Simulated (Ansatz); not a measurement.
**ClH₂InS₂: ionisation energy by level of theory**

The task here is to estimate one member of a computed series from the others.

Program: Ansatz 0.2.0, Gaussian basis. Level of theory: unrestricted cation, the program's frozen cores in correlated methods. These are calculated values, not measurements.

Plan: UKS PBE-D4/def2-TZVPP; UKS r2SCAN-D4/def2-TZVPP; UKS PBE0-D4/def2-TZVPP; UKS B3LYP-D4/def2-TZVPP; UKS wB97X-V/def2-TZVPP; UKS wB97M-V/def2-TZVPP; UKS B2PLYP/def2-TZVPP; UHF-CCSD(T)/def2-TZVPP; UHF-MP2/def2-QZVPP; extrapolation to the limit; then −ε(HOMO) from the neutral's earlier runs with LDA (SPW92), PBE-D4, revPBE-D4, BLYP-D4, r2SCAN-D4, B97M-V, PBE0-D4, B3LYP-D4, r2SCANh-D4, r2SCAN0-D4, HSE06-D4, BHLYP-D4, CAM-B3LYP-D4, LC-ωPBE, ωB97X-V, ωB97M-V.

### The geometry

An earlier PBE0-D4 in a triple-zeta def2 set relaxation fixed the geometry. In takes the def2 core potential; no spin-orbit term is included.

SMILES `[SH][In]([SH])[Cl]`, 6 atoms, charge 0, spin multiplicity 1.

Atoms are counted from 1 here; the program's logs count them from 0.

Bond lengths: S1–In2 2.362 Å, S1–H5 1.345 Å, In2–S3 2.365 Å, In2–Cl4 2.321 Å, S3–H6 1.344 Å. Angles: In2–S1–H5 92.8°, S1–In2–S3 125.8°, S1–In2–Cl4 117.2°, S3–In2–Cl4 117.1°, In2–S3–H6 92.1°.

Coordinates:

```
S    -1.6084    1.4590   -1.0680
In   -0.2139   -0.2493   -0.2214
S     1.5685    0.0507    1.3045
Cl   -0.6283   -2.4134   -0.9493
H    -0.9716    2.4162   -0.3706
H     1.8538   -1.2632    1.3049
```

Set-up of the first run:

The input, in.yaml:

```yaml
crystal:
  periodic: [false, false, false]
  atoms:
    - {symbol: S, position_ang: [-1.608375, 1.459012, -1.068045]}
    - {symbol: In, position_ang: [-0.213895, -0.249328, -0.221393]}
    - {symbol: S, position_ang: [1.568474, 0.050681, 1.304512]}
    - {symbol: Cl, position_ang: [-0.628332, -2.413391, -0.949300]}
    - {symbol: H, position_ang: [-0.971630, 2.416183, -0.370650]}
    - {symbol: H, position_ang: [1.853758, -1.263158, 1.304877]}
basis:
  gaussian: {orbitals: def2-TZVPP}
total_charge: 1
magnetization: {spin_polarized: true, initial_magnetization: 1}
hamiltonian: {xc: pbe, dispersion: d4}
```

Command:

```console
$ ansatz run in.yaml --threads 2 --pin off --events-out ev --progress --plain --max-ram 32768MiB --backend cpu
```

Steps of the session up to this table: Cation, UKS PBE-D4/def2-TZVPP; Cation, UKS r2SCAN-D4/def2-TZVPP; Cation, UKS PBE0-D4/def2-TZVPP; Cation, UKS B3LYP-D4/def2-TZVPP; Cation, UKS wB97X-V/def2-TZVPP; Cation, UKS wB97M-V/def2-TZVPP; Cation, UKS B2PLYP (frozen core)/def2-TZVPP; Cation, UHF-CCSD(T)/def2-TZVPP; Cation, UHF-MP2/def2-QZVPP.

One table of the session follows, with a row left open; its other results are not shown here.

It belongs to the step «Ionisation energies side by side». For comparison, −ε(HOMO) of the neutral from earlier runs:

```
  functional  −ε(HOMO) (eV)
 LDA (SPW92)           6.79
      PBE-D4           6.64
   revPBE-D4           6.59
     BLYP-D4           6.46
   r2SCAN-D4           6.95
      B97M-V           6.99
     PBE0-D4           7.87
    B3LYP-D4           7.60
  r2SCANh-D4           7.39
  r2SCAN0-D4           8.06
    HSE06-D4           7.47
    BHLYP-D4           8.92
CAM-B3LYP-D4              ?
     LC-ωPBE          10.60
     ωB97X-V          10.21
     ωB97M-V          10.03
```

Estimate the missing values for CAM-B3LYP-D4.

As computed: −ε(HOMO) (eV): 9.17. In the column «−ε(HOMO) (eV)» it lies between BHLYP-D4 (8.92) and ωB97M-V (10.03).
